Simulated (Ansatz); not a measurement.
**P: the crystal squeezed far**

The task here is to estimate one member of a computed series from the others.

Computed with Ansatz 0.2.0 (DFT PBEsol, with the methods named in each step, unless a step's input says otherwise).

1 further run of the same task is left out (set aside as unsound or not needed).

## The starting structure

The structure is cubic, space group Im-3m (No. 229). Conventional cell: a = 3.107 Å, b = 3.107 Å, c = 3.107 Å, α = 90.00°, β = 90.00°, γ = 90.00°. P (site symmetry m-3m) has 8 P at 2.69 Å as nearest neighbours.

Coordinates:

```
CELL_PARAMETERS angstrom
-1.55362 1.55362 1.55362
1.55362 -1.55362 1.55362
1.55362 1.55362 -1.55362
ATOMIC_POSITIONS crystal
P 0.00000 0.00000 0.00000
```

Whether this phase is the stable one at these pressures isn't tested.

Set-up of the first run:

input.yaml reads:

```yaml
crystal:
  lattice:
    - [-1.553616253, 1.553616253, 1.553616253]
    - [1.553616253, -1.553616253, 1.553616253]
    - [1.553616253, 1.553616253, -1.553616253]
  atoms:
    - { symbol: P, position: [0.0, 0.0, 0.0] }
kpoints:
  mp_grid: { grid: [17, 17, 17] }
scf:
  occupations: { method: fermi_dirac, width: 0.05 }
hamiltonian:
  xc: pbesol
  pseudopotentials: { kind: paw }
output:
  forces: true
  stress: true
relax:
  f_tol: 0.005
  max_steps: 40
  cell: {}
```

The run is started by

```console
ansatz run input.yaml --threads 1 --pin off --max-ram 2048MiB --backend cpu --events-out ev --progress --plain --runs-dir out
```

Among the steps run: Cell relaxed at zero pressure, PAW; Volume scaled by 1, PAW; Volume scaled by 0.92, PAW; Volume scaled by 0.92, PAW (cutoff 800 eV); Volume scaled by 0.84, PAW; Volume scaled by 0.76, PAW; Volume scaled by 0.68, PAW; Volume scaled by 0.6, PAW; Volume scaled by 0.52, PAW; Volume scaled by 0.45, PAW; Volume scaled by 0.45, PAW (level accurate).

One table of the session follows, with a row left open; its other results are not shown here.

| method | volume over the first | volume (Å³/atom) | pressure (GPa) |
| --- | --- | --- | --- |
| PAW | 1 | 13.680 | -0.03 |
| PAW | 0.92 | 12.585 | 10.56 |
| PAW | 0.84 | ? | ? |
| PAW | 0.76 | 10.397 | 52.01 |
| PAW | 0.68 | 9.302 | 91.21 |
| PAW | 0.6 | 8.208 | 156.95 |
| PAW | 0.52 | 7.113 | 271.71 |
| PAW | 0.45 | 6.156 | 441.70 |
| PAW (cutoff 800 eV) | 0.92 | 12.585 | 10.56 |
| PAW (level accurate) | 0.45 | 6.156 | 442.34 |

Estimate the missing values for PAW, 0.84.

As computed: volume (Å³/atom): 11.491; pressure (GPa): 26.46. In the column «volume (Å³/atom)» it lies between PAW, 0.76 (10.397) and PAW, 0.92 (12.585).

To keep in mind: Warnings in the runs' records: written density without core change.
